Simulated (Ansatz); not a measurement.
**BrClH2OSSi: single point from an input written key by key**

The task is a single point from an input written key by key, for BrClH2OSSi. SMILES: O[Si](S)(Cl)Br.

Computed with the Python package of Ansatz 0.2.0. Level of theory: B3LYP/def2-SVP.

### 1 The system

Bond lengths: O1–Si2 1.611 Å, Si2–S3 2.092 Å, Si2–Cl4 2.000 Å, Si2–Br5 2.199 Å, O1–H6 1.037 Å, S3–H7 1.362 Å. Angles: O1–Si2–S3 107.7°, O1–Si2–Cl4 108.4°, O1–Si2–Br5 111.0°, S3–Si2–Cl4 109.4°, S3–Si2–Br5 111.5°, Cl4–Si2–Br5 108.9°, Si2–O1–H6 113.8°, Si2–S3–H7 97.8°.

The script holds or builds the structure itself.

### 2 The script

deck_brclh2ossi.py

```python
'''Run BrClH2OSSi from an input written out key by key.'''

import ansatz as az
import numpy as np


def main() -> None:
    deck = {
        'crystal': {
            'periodic': [False, False, False],
            'atoms': [
                {'symbol': 'O', 'position_ang': [-1.245, 0.4246, 1.0099]},
                {'symbol': 'Si', 'position_ang': [-0.069, 0.0979, -0.0417]},
                {'symbol': 'S', 'position_ang': [1.2853, -1.1902, 0.8989]},
                {'symbol': 'Cl', 'position_ang': [-0.8761, -0.8246, -1.6226]},
                {'symbol': 'Br', 'position_ang': [0.9149, 1.9443, -0.7202]},
                {'symbol': 'H', 'position_ang': [-2.0951, 0.8281, 0.5742]},
                {'symbol': 'H', 'position_ang': [2.1462, -1.3482, -0.1441]},
            ],
        },
        'basis': {'gaussian': {'orbitals': 'def2-SVP'}},
        'hamiltonian': {'xc': 'b3lyp'},
        'output': {'forces': True},
        'accuracy': 'medium',
        'scf': {'lower_state_search': 'full'},
    }
    session = az.Session.from_dict(deck)
    r = session.plan(threads=1).execute().report

    print('reference energy %16.6f eV' % r['reference_energy_ev'])
    print('total energy     %16.6f eV' % r['free_energy_ev'])
    print('occupied orbitals outside the frozen core (up, down):', r['n_occupied'], ' frozen:', r['n_frozen'], ' virtual:', r['n_virtual'])
    symbols = ['O', 'Si', 'S', 'Cl', 'Br', 'H', 'H']

    forces = np.array(r['forces_ev_ang'])
    print('largest force', round(float(np.linalg.norm(forces, axis=1).max()), 4), 'eV/A, rms', round(float(np.sqrt((forces ** 2).mean())), 4))
    charges = r['charge_distribution']
    dipole = np.array(charges['dipole_moment_e_ang']) * 4.803205
    print('dipole (D): {:.3f} {:.3f} {:.3f}, length {:.3f}'.format(*dipole, np.linalg.norm(dipole)))
    print('atom  Mulliken   Lowdin')
    for symbol, m, l in zip(symbols, charges['mulliken_charges_e'], charges['lowdin_charges_e']):
        print(f'{symbol:4s} {m:9.3f} {l:8.3f}')


if __name__ == '__main__':
    main()
```

### 3 The calls as engine input

The engine receives this input:

```yaml
crystal:
  periodic: [false, false, false]
  atoms:
    - { symbol: O, position_ang: [-1.245, 0.4246, 1.0099] }
    - { symbol: Si, position_ang: [-0.069, 0.0979, -0.0417] }
    - { symbol: S, position_ang: [1.2853, -1.1902, 0.8989] }
    - { symbol: Cl, position_ang: [-0.8761, -0.8246, -1.6226] }
    - { symbol: Br, position_ang: [0.9149, 1.9443, -0.7202] }
    - { symbol: H, position_ang: [-2.0951, 0.8281, 0.5742] }
    - { symbol: H, position_ang: [2.1462, -1.3482, -0.1441] }
basis:
  gaussian:
    orbitals: def2-SVP
hamiltonian:
  xc: b3lyp
output:
  forces: true
accuracy: medium
scf:
  lower_state_search: full
```

### 4 Running it

Run with:

```console
python deck_brclh2ossi.py
```

**Question.** What results will this script give? Wanted: total energy; largest force; dipole moment.

As calculated:

| quantity | value |
| --- | --- |
| total energy | -103348.0859 eV |
| largest force | 3.517 eV/Å |
| dipole moment | 1.11 D |

In words: Forces reach 3.52 eV/Å, so the atoms aren't at rest. Caveats:
- The geometry is a force-field or estimated start, not a minimum of this method, and the basis set is short of its limit.
- The Löwdin charges here are taken after orthogonalising the functions within each atom; they differ from plain Löwdin charges, and their signs can be unphysical.
- b3lyp holds the VWN-RPA fit, as in Gaussian; the form of ORCA and Turbomole is b3lyp5.
